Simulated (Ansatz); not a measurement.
**HfB (Fm-3m): displacement scan with seeded SCF runs in Python**

Wanted for HfB (Fm-3m): a displacement scan with seeded SCF runs.

Computed with the Python package of Ansatz 0.2.0. Level of theory: DFT PBE, plane waves, PAW.

### Step 1. The structure

Symmetry: Fm-3m, No. 225, cubic system. The conventional cell has a = 4.620 Å, b = 4.620 Å, c = 4.620 Å, α = 90.00°, β = 90.00°, γ = 90.00°. Hf (site symmetry m-3m) is surrounded by 6 B at 2.31 Å. B (site symmetry m-3m) has 6 Hf at 2.31 Å as nearest neighbours.

The script holds or builds the structure itself.

### Step 2. The code

Input file run_walk.py:

```python
# -*- coding: utf-8 -*-
'''A displacement scan in HfB with warm starts.'''

import logging
import sys

import ansatz as az
import numpy as np

logging.basicConfig(stream=sys.stdout, format='%(levelname)s %(message)s')
logger = logging.getLogger('ansatz_job')
logger.setLevel(logging.INFO)

params = {
    'functional': 'PBE',
    'ecut': 420,
    'kmesh': (6, 6, 6),
    'smearing': 'Marzari-Vanderbilt',
    'tolerance': 1e-08,
}


def main():
    lattice = az.Lattice.of(
        (0.0, 2.31, 2.31),
        (2.31, 0.0, 2.31),
        (2.31, 2.31, 0.0),
    )
    sites = [
        ('Hf', (0.5, 0.5, 0.5)),
        ('B', (0.0, 0.0, 0.0)),
    ]
    crystal = az.Crystal(lattice=lattice)
    for symbol, position in sites:
        crystal = crystal.atom(symbol, position)

    start = np.array(crystal.resolved().sites[0].position)
    previous, rows = None, []
    for step in range(4):
        target = start + step * 0.005 * np.eye(3)[2]
        job = (
            crystal.move(0, to=target).calculation()
            .functional(params['functional'])
            .basis(params['ecut'])
            .kpoints(*params['kmesh'], center='gamma')
            .occupations(params['smearing'])
            .scf(tolerance=params['tolerance'])
            .forces()
        )
        session = job.session()
        if previous is not None:
            session.seed_next_step(previous)
        previous = session.plan(retain='wavefunctions').execute()
        report = previous.report
        shift = float(np.linalg.norm((target - start) @ np.array(report['lattice']['cell_ang'])))
        rows.append((step, shift, report['lagrangian_ev'], float(np.linalg.norm(report['forces_ev_ang'][0])), report['n_iterations'], report['n_symmetry_ops']))
    rows = [(row[0], row[1], 1000 * (row[2] - rows[0][2]), *row[3:]) for row in rows]
    lines = [','.join(['step', 'moved A', 'dE meV', 'force on it eV/A', 'iterations', 'symmetry operations'])] + [','.join(f'{v:.4f}' if isinstance(v, float) else str(v) for v in row) for row in rows]
    print('\n'.join(lines))
    with open('walk.csv', 'w') as handle:
        handle.write('\n'.join(lines) + '\n')


if __name__ == '__main__':
    main()
```

### Step 3. Launch

Launch:

```console
python run_walk.py
```

Q: Predict the main results. Wanted: range of energy; lowest point, shift of atom 1 from run 1.

The runs gave:

| quantity | value |
| --- | --- |
| runs compared | 4 |
| range of energy | 7.06 meV/atom |
| lowest point, shift of atom 1 from run 1 (Å) | 0.000 |

The lowest point is at the first value of the scan; the highest lies 7.1 meV/atom above it. Reading the output:
- The run is spin-unpolarised.
- For a metal this k-point mesh is coarse: forces and stresses can move by several per cent on a finer one, and energies by some meV an atom.
- Spin-orbit coupling, which matters for elements this heavy, is left out.
- The starting cell is as deposited in a crystallographic database.
- The first step keeps the crystal's symmetry; the moved atom lowers it.
